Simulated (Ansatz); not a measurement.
# FePt (P4/mmm): equation of state

One table from this session's results is given with a row withheld; the runs are named, their logs left out.

Program: Ansatz 0.2.0. Level of theory: DFT PBE, scalar-relativistic, plane waves, PAW. These are calculated values, not measurements.

Spin polarisation is switched off on purpose; where the compound carries moments, volume, stiffness and gap are then not the real material's.

### The structure to begin with

It takes space group P4/mmm (No. 123, tetragonal). Conventional cell: a = 2.659 Å, b = 2.659 Å, c = 3.683 Å, α = 90.00°, β = 90.00°, γ = 90.00°. Around Fe (site symmetry 4/mmm) lie 8 Pt at 2.63 Å and 4 Fe at 2.66 Å. Around Pt (site symmetry 4/mmm) lie 8 Fe at 2.63 Å and 4 Pt at 2.66 Å.

As a file:

```cif
data_structure
_symmetry_space_group_name_H-M 'P4/mmm'
_symmetry_Int_Tables_number 123
_cell_length_a 2.6594
_cell_length_b 2.6594
_cell_length_c 3.6827
_cell_angle_alpha 90.000
_cell_angle_beta 90.000
_cell_angle_gamma 90.000
_cell_volume 26.04
loop_
_atom_site_label
_atom_site_type_symbol
_atom_site_symmetry_multiplicity
_atom_site_Wyckoff_symbol
_atom_site_fract_x
_atom_site_fract_y
_atom_site_fract_z
_atom_site_occupancy
Fe1 Fe 1 a 0.00000 0.00000 0.00000 1
Pt1 Pt 1 d 0.50000 0.50000 0.50000 1
```

This cell comes from an earlier session at PBE: 13.022 Å³/atom at 0.03 GPa, on a 16×16×12 mesh.

Volume factors to run: 0.980, 1.020, 0.960, 1.040.

The first run:

File input.yaml:

```yaml
crystal:
  lattice:
    - [2.6415050303, 0.0, 0.0]
    - [0.0, 2.6415050303, 0.0]
    - [0.0, 0.0, 3.6579344148]
  atoms:
    - { symbol: Fe, position: [0.0, 0.0, 0.0] }
    - { symbol: Pt, position: [0.5, 0.5, 0.5] }
basis:
  ecutwfc: 420
  ecutrho_ratio: 4
kpoints:
  mp_grid: { grid: [16, 16, 12] }
hamiltonian:
  xc: pbe
scf:
  occupations: { method: gaussian, width: 0.05 }
output:
  forces: true
  stress: true
  eigenvalues: true
relax:
  f_tol: 0.01
  max_steps: 40
  cell: { stress_tol: 0.1, fix: [volume] }
```

Command:

```sh
$ ansatz run input.yaml --threads 1 --pin off --max-ram 2560MiB --backend cpu --events-out ev --progress --plain --runs-dir out
```

Steps of the session up to this table: At 0.980 of the relaxed volume; Scaling the volume by 1.020; At 0.960 of the relaxed volume; Volume × 1.040.

One table of the session follows, with a row left open; its other results are not shown here.

It belongs to the step «Energy and pressure against volume». 

| volume (Å³/atom) | energy (meV/atom) | pressure (GPa) |
| --- | --- | --- |
| 12.501 | 18.48 | 11.87 |
| 12.762 | ? | ? |
| 13.022 | 0.00 | 0.03 |
| 13.283 | 4.10 | -4.91 |
| 13.543 | 15.76 | -9.28 |

Q: Estimate the row for volume (Å³/atom) = 12.762 from the others.

Worked estimate for «energy (meV/atom)». A straight line through the neighbours (12.501, 18.48) and (13.022, 0.00) gives 18.48 + (0.00 − 18.48) × (12.762 − 12.501) / (13.022 − 12.501) = 9.22; a parabola fitted to 3 rows on both sides gives 4.78.

The run gave: energy (meV/atom): 4.43; pressure (GPa): 5.59. In «energy (meV/atom)» the line misses by +4.79 and the parabola by +0.35.
